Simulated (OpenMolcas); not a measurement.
**Lu²⁺ among point charges: CASSCF levels and susceptibility**

How does a field of 2 point charges split the states of Lu²⁺, and what χT follows?

The numbers are computed with OpenMolcas 26.06 (state-averaged CASSCF, spin-orbit coupling by RASSI with atomic mean-field integrals), except any that are marked as measured or tabulated.

1 further run of the same task is left out (it didn't finish).

### 1 The system

```
Species                           : Lu²⁺ (lutetium, Z = 71, 69 electrons)
Basis                             : ANO-RCC-VTZP [8s7p5d3f2g1h], 104 functions
Scalar Hamiltonian                : DKH2, point nucleus
Inactive shells                   : 1s 2s 2p 3s 3p 3d 4s 4p 4d 4f 5s 5p
Active space                      : 1 electron in 5 orbitals (5d)
Some configurations of this space : 5d
Orbitals                          : optimised for each spin and parity, averaged over all roots
```

Outer shells as boxes (Hund's rule):

5d
```
5d [↑ ][  ][  ][  ][  ]
```

The ion sits among 2 point charges of -1.25 e arranged as a linear pair (D∞h), 2.14 Å from the ion. The active orbitals were held to one l.

The work runs as a chain of OpenMolcas steps in one folder; each step below is one input file. Labels, J, g values, rates, χT and fits are worked out afterwards by a script from the matrices that RASSI stores. The input lists half of the charges; inversion (Group=XYZ) makes the rest.

### 2 Basis and integrals

The input, a.inp:

```
&GATEWAY
Coord
1

Lu 0.0 0.0 0.0
Basis=ANO-RCC-VTZP
Group=XYZ
NoMove
AngMom=0.0 0.0 0.0
AMFI
XField
1 Angstrom 0
0.000000 0.000000 2.140000 -1.250000
&SEWARD
```

On the command line:

```
> OMP_NUM_THREADS=1 MOLCAS_MEM=1689 MOLCAS_PROJECT=a pymolcas a.inp > a.log
```

### 3 CASSCF: doublets of even parity, 5 roots

The input, a.inp:

```
&RASSCF
FileOrb=start.orb
Symmetry=1
Spin=2
nActEl=1 0 0
Inactive=15 19
Ras2=5 0
CIRoot=5 5 1
SDav=5
CIMx=300
Iter=120 100
PrWF=0.3
OrbListing=Nothing
MaxOrb=0
SupSym
1
25 4 5 6 7 8 10 11 12 13 14 16 17 18 19 20 24 25 26 27 28 29 30 31 32
33
0
>>> COPY $Project.JobIph JOB001
```

start.orb holds the contracted functions of the basis, ordered by shell, or the orbitals of the step before.

### 4 State interaction with spin-orbit coupling

The input, a.inp:

```
&RASSI
NrOfJobIphs=1 5
1 2 3 4 5
IphNames
JOB001
EJob
SpinOrbit
DIPRint=1.0
SOCoupling=1000.0
Subsets=2
Property=9
'ANGMOM' 1 'ANGMOM' 2 'ANGMOM' 3 'MLTPL  1' 1 'MLTPL  1' 2 'MLTPL  1' 3
'AMFI' 1 'AMFI' 2 'AMFI' 3
SOProperty=3
'ANGMOM' 1 'ANGMOM' 2 'ANGMOM' 3
```

What does the calculation give? Wanted: spin-free ground state; first state of the same spin within the active space; lowest level; next level.

The runs gave:

| quantity | value |
| --- | --- |
| method | CASSCF |
| spin-free ground state | 2Delta, 2-fold in its orbital part |
| first state of the same spin within the active space | 2Pi at 14800 cm⁻¹ |
| lowest level | 2-fold, g = 0.00, 0.00, 2.01 |
| next level | 2076.9 cm⁻¹ |
| χT at 300 K | 0.18 cm³ K/mol |
| effective moment at 300 K | 1.19 μB |

What this shows: The spin-free ground state (2Delta) comes to 100 % from free-ion D terms and keeps the highest spin of the shell. χT at 300 K is 0.18, against 0.38 cm³ K/mol for the spin alone, so orbital moment lowers it. The free ion's ground configuration, as NIST lists it, lies outside this active space, so the lowest level here need not be the ground level. The field of point charges can differ much from that of real complexes. This is an electrostatic model: the charges have no orbitals.
